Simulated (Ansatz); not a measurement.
# BGeO+ (quintet): from Hartree-Fock to the top rungs, cc-pVTZ

One table from this session's results is given with a row withheld; the runs are named, their logs left out.

Program: Ansatz 0.2.0, Gaussian basis. Level of theory: cc-pVTZ, core rule «outside noble gas», up to 16 orbitals frozen. These are calculated values, not measurements.

The runs, in order: UHF; CCSD(T) on ROHF; CCSD(T) on UHF; BCCD(T) on ROHF; CCSDT(Q) on ROHF; CCSDT(Q) on UHF.

10 further runs of the same task are left out: 5 for a known fault of the program, 5 set aside as unsound or not needed.

## The geometry

The geometry is a PBE0/def2-TZVP stationary point (not a proven minimum) of the parent state, kept for this charge and spin. No spin-orbit coupling is included. The filled d shell of Ge may be among the frozen orbitals whatever the setting's name suggests; the logs give the count.

3 atoms, charge 1, spin multiplicity 5.

Atoms are counted from 1 here; the program's logs count them from 0.

Bond lengths: B1–Ge2 1.875 Å, Ge2–O3 1.621 Å. Angles: B1–Ge2–O3 180.0°.

The first run:

in.yaml reads:

```yaml
crystal:
  periodic: [false, false, false]
  atoms:
    - {symbol: B, position_ang: [0.000000, 0.000000, 1.790400]}
    - {symbol: Ge, position_ang: [0.000000, 0.000000, -0.084500]}
    - {symbol: O, position_ang: [0.000000, 0.000000, -1.705900]}
basis:
  gaussian: {orbitals: cc-pVTZ}
total_charge: 1
magnetization: {spin_polarized: true, initial_magnetization: 4}
hamiltonian: {xc: hf}
output: {orbitals: {seedname: orbitals}}
```

Run with:

```sh
$ ansatz run in.yaml --threads 1 --pin off --events-out ev --progress --plain --max-ram 4096MiB --backend cpu
```

Among the steps run: UHF; CCSD(T) on ROHF; CCSD(T) on UHF; BCCD(T) on ROHF; CCSDT(Q) on ROHF; CCSDT(Q) on UHF.

One table of the session follows, with a row left open; its other results are not shown here.

```
   method  from UCCSDT(Q) (kcal/mol)
     ROHF                    +214.97
      UHF                    +210.22
     RMP2                     +26.82
     UMP2                     +27.39
    RCCSD                          ?
    UCCSD                     +10.26
 RCCSD(T)                      +1.75
 UCCSD(T)                      +1.65
  BCCD(T)                      +1.75
   RCCSDT                      +0.71
   UCCSDT                      +0.57
RCCSDT(Q)                      +0.20
UCCSDT(Q)                          0
```

Estimate the missing values for RCCSD.

**Answer.** from UCCSDT(Q) (kcal/mol): +10.49. In the column «from UCCSDT(Q) (kcal/mol)» it lies between UCCSD (+10.26) and RMP2 (+26.82).

Limits of these values: Restricted and unrestricted rows rest on different reference determinants; where their highest levels disagree by more than a few hundredths of an eV, they describe different states and don't form one ladder.
